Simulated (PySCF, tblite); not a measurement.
**C₅H₅FN radical: geometry, infrared bands and EPR parameters**

What infrared bands and EPR parameters should C₅H₅FN radical (`[H]/[C]=C(F)/N=C/C=C`) show?

Programs: tblite 0.8.0 and PySCF 2.14.0, with density-fitted response routines of our own. Each step states its level of theory. These are calculated values for one molecule in the gas phase, unless marked as measured. Atoms count from 0, in the outputs and in this text.

## 1. The starting structure

12 atoms, charge 0, multiplicity 2; geometry from: force field or distance geometry start.

Bonds of the start (Å): C0–C1 1.31, C1–F2 1.34, C1–N3 1.36, N3–C4 1.29, C4–C5 1.48, C5–C6 1.33, C0–H7 1.07, C4–H8 1.11, C5–H9 1.09, C6–H10 1.08, C6–H11 1.09.

## 2. Optimising the geometry with GFN2-xTB

Job settings and geometry (Å):

```
{"job": {"kind": "relax", "xc": "GFN2-xTB", "basis": "xTB"}, "charge": 0, "multiplicity": 2}
C      2.978400     1.175000     0.263200
C      1.949700     0.619900    -0.319400
F      2.057500     0.192300    -1.584500
N      0.807600     0.471700     0.400800
C     -0.170600    -0.104600    -0.207300
C     -1.471500    -0.324100     0.456400
C     -2.473800    -0.908200    -0.197100
H      3.803200     1.645700     0.749000
H     -0.100500    -0.454600    -1.261700
H     -1.557900     0.008500     1.491300
H     -2.390500    -1.246700    -1.224200
H     -3.430400    -1.075700     0.304700
```

Command:

```bash
$ OMP_NUM_THREADS=1 python probes_run.py task.json out
```

This one command runs all jobs of the session in turn.

**Question.** This job is followed by: GFN2-xTB harmonic vibrations, gas phase; UKS B3LYP, pcH-1 on C F H N, non-relativistic, mean-field spin-orbit, GIAO. Predict these results of the whole session: strongest single infrared mode (GFN2-xTB); zero-point energy (GFN2-xTB); g(iso) (B3LYP); ⟨S²⟩; largest a(iso); surface potential, 1st and 99th percentile.

The runs gave:

```
                                 quantity                  value
strongest single infrared mode (GFN2-xTB)  1104 cm⁻¹, 114 km/mol
             zero-point energy (GFN2-xTB)          51.3 kcal/mol
                           g(iso) (B3LYP)                2.00201
                                     ⟨S²⟩     0.769 (exact 0.75)
                           largest a(iso)   13C on C0, 332.5 MHz
    surface potential, 1st and 99th percentile     -1.34 V and 1.32 V
```

What this shows: Over 54 steps the energy fell by 0.267 eV; of the close pairs, C1–F2 changed most, 1.340 to 1.418 Å. No mode is imaginary among the 30: a minimum at this level. The strongest single mode, at 1104 cm⁻¹, moves mainly N3 and C1. Unscaled tight-binding wavenumbers are off by several per cent, some by more. Its intensities can rank the bands wrongly. C0 carries the largest spin population, 1.10 e. The isotropic g lies 0.3 ppt below the free-electron value.
